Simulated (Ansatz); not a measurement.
# CH4ClNOSi: up Jacob's ladder to CCSD(T)

Aim: compute CH4ClNOSi with functionals from several rungs and with coupled cluster. The yardstick is the atomisation energy at the CCSD(T) limit.

Program: Ansatz 0.2.0, Gaussian basis. Level of theory: functionals in def2-TZVPP, the program's frozen cores in correlated methods. These are calculated values, not measurements.

Levels to be run: LDA (SPW92), PBE-D4, revPBE-D4, BLYP-D4, r2SCAN-D4, B97M-V, PBE0-D4, B3LYP-D4, r2SCANh-D4, r2SCAN0-D4, HSE06-D4, BHLYP-D4, CAM-B3LYP-D4, LC-ωPBE, ωB97X-V, ωB97M-V, B2PLYP, PBE-QIDH; CCSD(T)/def2-SVP; CCSD(T)/def2-TZVPP; MP2/def2-QZVPP; extrapolation to the limit; RPA on PBE.

### 1 Structure used throughout

All runs share one geometry, relaxed beforehand with PBE0-D4 in a triple-zeta def2 set.

SMILES `N[Si@H]1O[C@H]1Cl`, 9 atoms, charge 0, spin multiplicity 1.

Atoms are counted from 1 here; the program's logs count them from 0.

Bond lengths: N1–Si2 1.679 Å, N1–H6 1.006 Å, N1–H7 1.005 Å, Si2–O3 1.665 Å, Si2–C4 1.802 Å, Si2–H8 1.474 Å, O3–C4 1.448 Å, C4–Cl5 1.778 Å, C4–H9 1.085 Å. Angles: Si2–N1–H6 123.0°, Si2–N1–H7 123.0°, H6–N1–H7 113.9°, N1–Si2–O3 121.2°, N1–Si2–C4 121.9°, N1–Si2–H8 109.7°, O3–Si2–C4 49.2°, O3–Si2–H8 116.7°, C4–Si2–H8 125.3°, Si2–O3–C4 70.4°, Si2–C4–O3 60.5°, Si2–C4–Cl5 119.2°, Si2–C4–H9 130.5°, O3–C4–Cl5 113.5°, O3–C4–H9 113.5°, Cl5–C4–H9 108.2°.

### 2 LDA

This LDA is Slater exchange with PW92 correlation.

in.yaml

```yaml
crystal:
  periodic: [false, false, false]
  atoms:
    - {symbol: N, position_ang: [-0.411970, -0.724241, -1.388103]}
    - {symbol: Si, position_ang: [0.264000, -0.610697, 0.144667]}
    - {symbol: O, position_ang: [1.361054, 0.584906, 0.517476]}
    - {symbol: C, position_ang: [0.091687, 0.873406, 1.152773]}
    - {symbol: Cl, position_ang: [-0.736056, 2.292626, 0.472952]}
    - {symbol: H, position_ang: [-0.742779, 0.075782, -1.901031]}
    - {symbol: H, position_ang: [-0.458708, -1.585536, -1.903032]}
    - {symbol: H, position_ang: [0.555411, -1.960069, 0.660183]}
    - {symbol: H, position_ang: [0.165960, 1.007424, 2.227015]}
basis:
  gaussian: {orbitals: def2-TZVPP}
hamiltonian: {xc: lda}
output: {orbitals: {seedname: orbitals}}
```

Command:

```bash
> ansatz run in.yaml --threads 4 --pin off --events-out ev --progress --plain --max-ram 10444MiB
```

The runs that follow: PBE-D4 (GGA); revPBE-D4 (GGA); BLYP-D4 (GGA); r2SCAN-D4 (meta-GGA); B97M-V (meta-GGA); PBE0-D4 (hybrid); B3LYP-D4 (hybrid); r2SCANh-D4 (hybrid); r2SCAN0-D4 (hybrid); HSE06-D4 (hybrid); BHLYP-D4 (hybrid); CAM-B3LYP-D4 (range-separated); LC-ωPBE (range-separated); ωB97X-V (range-separated); ωB97M-V (range-separated); B2PLYP (double hybrid); PBE-QIDH (double hybrid); CCSD(T) in def2-SVP; CCSD(T) in def2-TZVPP; MP2 in def2-QZVPP; RPA on PBE orbitals.

Q: Predict the results of all the runs planned. Wanted: atomisation energy, CCSD(T)/CBS; farthest beyond LDA; mean size of error, GGA; mean size of error, meta-GGA; mean size of error, hybrid; mean size of error, range-separated; mean size of error, double hybrid; gap, smallest and largest; T1 diagnostic.

The runs gave:

```
                               quantity                                                                                      value
        atomisation energy, CCSD(T)/CBS                                                                                  33.408 eV
    functionals within 0.167 eV (0.5 %)  revPBE-D4, BLYP-D4, r2SCAN-D4, B97M-V, PBE0-D4, B3LYP-D4, HSE06-D4, CAM-B3LYP-D4, LC-ωPBE
                    farthest beyond LDA                                                                       BHLYP-D4 (-1.509 eV)
                mean size of error, GGA                                                                                   0.354 eV
           mean size of error, meta-GGA                                                                                   0.075 eV
             mean size of error, hybrid                                                                                   0.448 eV
    mean size of error, range-separated                                                                                   0.138 eV
      mean size of error, double hybrid                                                                                   0.439 eV
              gap, smallest and largest                                                  4.95 eV (LDA (SPW92)), 12.13 eV (LC-ωPBE)
                          T1 diagnostic                                                                                     0.0127
triples share of the correlation energy                                                                                      4.1 %
```

What this shows: LDA overbinds by 5.727 eV (17 %). PBE-D4 is off by +0.952 eV. Double hybrids carry the basis error of their MP2 part in triple zeta, and no dispersion term here, so their miss is partly the set-up's. The rungs meta-GGA, range-separated miss on average by less than the doubt on the reference (0.167 eV), so they tie. The reference freezes the cores and leaves out relativity and excitations past (T), so misses under about 0.167 eV can't be ranked. Hartree-Fock recovers 67 % of the binding; the rest is correlation. CCSD(T) in def2-SVP is off by -3.046 eV, more than most functionals: a good method in a small basis is no reference. Orbital gaps span 5.0 to 12.1 eV; exact exchange widens them.
